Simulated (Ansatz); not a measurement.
**C2H8Ge: vertical ionisation energy**

Aim: the vertical ionisation energy of C2H8Ge, as cation minus neutral at the neutral's geometry, on several levels, and how well −ε(HOMO) stands in for it.

Method: unrestricted cation, the program's frozen cores in correlated methods; program: Ansatz 0.2.0, Gaussian basis.

The runs, in order: UKS PBE-D4/def2-TZVPP; UKS r2SCAN-D4/def2-TZVPP; UKS PBE0-D4/def2-TZVPP; UKS B3LYP-D4/def2-TZVPP; UKS wB97X-V/def2-TZVPP; UKS wB97M-V/def2-TZVPP; UKS B2PLYP/def2-TZVPP; UHF-CCSD(T)/def2-TZVPP; UHF-MP2/def2-QZVPP; extrapolation to the limit; then −ε(HOMO) from the neutral's earlier runs with LDA (SPW92), PBE-D4, revPBE-D4, BLYP-D4, r2SCAN-D4, B97M-V, PBE0-D4, B3LYP-D4, r2SCANh-D4, r2SCAN0-D4, HSE06-D4, BHLYP-D4, CAM-B3LYP-D4, LC-ωPBE, ωB97X-V, ωB97M-V.

### Step 1. The relaxed structure

All runs share one geometry, relaxed beforehand with PBE0-D4 in a triple-zeta def2 set.

SMILES `[CH3][GeH2][CH3]`, 11 atoms, charge 0, spin multiplicity 1.

Atoms are counted from 1 here; the program's logs count them from 0.

Bond lengths: C1–Ge2 1.955 Å, C1–H4 1.091 Å, C1–H5 1.091 Å, C1–H6 1.091 Å, Ge2–C3 1.955 Å, Ge2–H7 1.544 Å, Ge2–H8 1.544 Å, C3–H9 1.091 Å, C3–H10 1.091 Å, C3–H11 1.091 Å. Angles: Ge2–C1–H4 110.8°, Ge2–C1–H5 110.3°, Ge2–C1–H6 110.3°, H4–C1–H5 108.5°, H4–C1–H6 108.5°, H5–C1–H6 108.5°, C1–Ge2–C3 110.6°, C1–Ge2–H7 109.6°, C1–Ge2–H8 109.6°, C3–Ge2–H7 109.6°, C3–Ge2–H8 109.6°, H7–Ge2–H8 107.9°, Ge2–C3–H9 110.3°, Ge2–C3–H10 110.3°, Ge2–C3–H11 110.8°, H9–C3–H10 108.5°, H9–C3–H11 108.5°, H10–C3–H11 108.5°.

### Step 2. Cation, UKS PBE-D4/def2-TZVPP

File in.yaml:

```yaml
crystal:
  periodic: [false, false, false]
  atoms:
    - {symbol: C, position_ang: [-1.251159, 0.959395, -0.437259]}
    - {symbol: Ge, position_ang: [-0.186830, -0.675246, -0.310331]}
    - {symbol: C, position_ang: [1.439368, -0.356844, 0.726518]}
    - {symbol: H, position_ang: [-2.159711, 0.785621, -1.015086]}
    - {symbol: H, position_ang: [-0.676323, 1.747920, -0.925553]}
    - {symbol: H, position_ang: [-1.535153, 1.304043, 0.558335]}
    - {symbol: H, position_ang: [0.189293, -1.159101, -1.727032]}
    - {symbol: H, position_ang: [-1.021381, -1.784979, 0.363940]}
    - {symbol: H, position_ang: [2.044833, 0.417133, 0.252162]}
    - {symbol: H, position_ang: [1.186090, -0.028118, 1.735690]}
    - {symbol: H, position_ang: [2.036371, -1.266723, 0.799016]}
basis:
  gaussian: {orbitals: def2-TZVPP}
total_charge: 1
magnetization: {spin_polarized: true, initial_magnetization: 1}
hamiltonian: {xc: pbe, dispersion: d4}
```

Run with:

```sh
$ ansatz run in.yaml --threads 2 --pin off --events-out ev --progress --plain --max-ram 32768MiB --backend cpu
```

Further steps of the session: Cation, UKS r2SCAN-D4/def2-TZVPP; Cation, UKS PBE0-D4/def2-TZVPP; Cation, UKS B3LYP-D4/def2-TZVPP; Cation, UKS wB97X-V/def2-TZVPP; Cation, UKS wB97M-V/def2-TZVPP; Cation, UKS B2PLYP (frozen core)/def2-TZVPP; Cation, UHF-CCSD(T)/def2-TZVPP; Cation, UHF-MP2/def2-QZVPP.

**Question.** What will the summary of the whole plan be? Wanted: ionisation energy, CCSD(T)/CBS; nearest functional by difference; nearest −ε(HOMO); −ε(HOMO) of PBE; T1 of the cation.

**Answer**, as computed:

| quantity | value |
| --- | --- |
| ionisation energy, CCSD(T)/CBS | 10.92 eV |
| nearest functional by difference | ωB97X-V (-0.15 eV) |
| nearest −ε(HOMO) | ωB97X-V (-0.04 eV) |
| −ε(HOMO) of PBE | 7.28 eV |
| T1 of the cation | 0.043 |

What this shows: By cation minus neutral, the functionals miss by 0.52 eV at most. −ε(HOMO) of PBE misses by 3.6 eV, since self-interaction lifts the level. Among orbital estimates ωB97X-V comes nearest. Hartree-Fock falls 1.00 eV short, as the neutral has more correlation energy than the cation. The cation's T1 (from the report) is 0.043, near the customary mark of 0.045 for open shells, so the coupled-cluster value is less safe. Correlated methods include outer-core shells of Ge, which these sets cover unevenly. With outer-core shells in play the reference is unsure by up to some tenths of an eV, so close misses can't be ranked.
